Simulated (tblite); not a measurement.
# C5H13B2N3: the cost of one run

Computed with tblite 0.8.0 and PySCF 2.14.0, with density-fitted response routines of our own, on a single molecule in the gas phase. Atoms are numbered from 0 throughout.

## Step 1: The starting structure

23 atoms, charge 0, multiplicity 1; geometry from: force field or distance geometry start.

Bonds of the start (Å): C0–C1 1.48, C1–C2 1.19, C2–B3 1.56, B3–N4 1.55, N4–C5 1.45, N4–B6 1.53, B6–N7 1.50, B6–N8 1.51, N8–C9 1.46, C0–H10 1.09, C0–H11 1.12, C0–H12 1.12, B3–H13 1.17, C5–H14 1.11, C5–H15 1.13, C5–H16 1.11, N7–H17 1.04, N7–H18 1.04, N8–H19 1.03, C9–H20 1.12, C9–H21 1.12, C9–H22 1.12.

## Step 2: Optimising the geometry with GFN2-xTB

Job settings and geometry (Å):

```
{"job": {"kind": "relax", "xc": "GFN2-xTB", "basis": "xTB"}, "charge": 0, "multiplicity": 1}
C      4.833600     0.021800     0.175300
C      3.381700     0.089600    -0.099100
C      2.214200     0.125100    -0.324400
B      0.690900     0.185500    -0.660600
N     -0.236100    -0.638200     0.273400
C     -0.231900    -2.006400    -0.213300
B     -1.617000    -0.028200     0.031700
N     -2.642800    -0.946100    -0.576200
N     -1.717800     1.465200    -0.137900
C     -2.902400     2.004200     0.532200
H      5.332800     0.769500    -0.442900
H      5.266800    -0.976800    -0.080000
H      4.975200     0.171900     1.271200
H      0.307600     0.464500    -1.735400
H     -0.411100    -2.057500    -1.303700
H     -1.128100    -2.515600     0.255700
H      0.699800    -2.544600     0.063200
H     -3.477600    -1.092900     0.020000
H     -2.874700    -0.721900    -1.562700
H     -0.882800     1.981100     0.189300
H     -2.844700     1.659000     1.601000
H     -3.795900     1.499700     0.090400
H     -2.944600     3.118200     0.480000
```

Launch:

```bash
$ OMP_NUM_THREADS=1 python probes_run.py task.json out
```

The driver reads the jobs from task.json and runs them one after another.

**Question.** How long does this first job take on 1 thread of Arm Neoverse N1, shared host, and how much memory does it need?

About 1.9 s, with a peak of 0.18 GiB.
